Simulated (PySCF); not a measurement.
**[La(OH)3]−: other functionals and bases at one geometry**

The task here is to estimate one member of a computed series from the others.

The runs use PySCF 2.14.0; several levels, as the steps say, no spin–orbit coupling.

1 further run of the same task is left out (for a known fault of the program).

## The starting structure

7 atoms, charge -1, spin multiplicity 1.

Bond lengths: La1–O2 2.359 Å, La1–O4 2.359 Å, La1–O6 2.359 Å, O2–H3 0.960 Å, O4–H5 0.960 Å, O6–H7 0.960 Å. Angles: O2–La1–O4 120.0°, O2–La1–O6 120.0°, O4–La1–O6 120.0°, La1–O2–H3 179.9°, La1–O4–H5 179.9°, La1–O6–H7 179.9°.

Geometry (Å):

| atom | x (Å) | y (Å) | z (Å) |
| --- | --- | --- | --- |
| La1 | 0.00000 | 0.00000 | 0.13939 |
| O2 | 2.35901 | 0.00001 | 0.14330 |
| H3 | 3.31928 | 0.00001 | 0.14723 |
| O4 | -1.17951 | 2.04295 | 0.14330 |
| H5 | -1.65965 | 2.87458 | 0.14723 |
| O6 | -1.17950 | -2.04296 | 0.14330 |
| H7 | -1.65963 | -2.87459 | 0.14723 |

Formal oxidation states: La +2. Each metal's 1 4f electrons lie in its core potential, so multiplicities, spins and levels count the valence alone. For divalent La, Ce, Gd or Lu the extra electron is normally 5d or 6s, so this core forces an excited configuration. An earlier session relaxed this geometry at PBE0, La lcecp-0-SVP with ECP47, O def2-SVP, H def2-SVP (singlet, point group D3h).

At PBE0 on the finer grid: E = -253.274197 Eh, frontier levels not given, since the 4f levels lie in the core, Mulliken charge on La1 +0.61 e, largest force component 0.008 eV/Å. 

Levels to run: HF; BLYP; PBE0, TZVP. Hardware: 2 threads of Arm Neoverse V1, shared host.

Set-up of the first run:

run.py (the lines that set the calculation) reads:

```python
mol = gto.M(atom='''
La     0.00000     0.00000     0.13939
O      2.35901     0.00001     0.14330
H      3.31928     0.00001     0.14723
O     -1.17951     2.04295     0.14330
H     -1.65965     2.87458     0.14723
O     -1.17950    -2.04296     0.14330
H     -1.65963    -2.87459     0.14723''',
    basis={'La': 'lcecp-0-SVP', 'O': 'def2-SVP', 'H': 'def2-SVP'},
    ecp={'La': 'lcecp-0-SVP'},
    charge=-1, spin=0)
mf = scf.RHF(mol)
mf = mf.density_fit()  # fitting sets: La AutoAux, O def2-universal-JKFIT, H def2-universal-JKFIT
mf.conv_tol = 1e-08; mf.max_cycle = 55
mf.kernel(dm0)  # dm0: the density of the relaxed state
```

Launch:

```
$ OMP_NUM_THREADS=2 python run.py
```

Steps of the session up to this table: HF; BLYP; PBE0, TZVP.

One of the session's tables, all rows but one given; the rest of the session is left out.

```
              level  charge on La1 (e)  largest force component (eV/Å)
PBE0 (relaxed here)               0.61                            0.01
                 HF               1.04                            1.51
               BLYP                  ?                               ?
         PBE0, TZVP               1.09                            0.47
```

Estimate the missing values for BLYP.

As computed: charge on La1 (e): 0.33; largest force component (eV/Å): 0.75. In the column «charge on La1 (e)» it is the lowest.

The largest leftover force, 1.51 eV/Å with HF, stands at a geometry relaxed at another level. With 4f in the core, its levels are missing from HOMO and gap, and its count is fixed, so no charge can pass from the ligands into it. Total energies of different levels can't be compared.
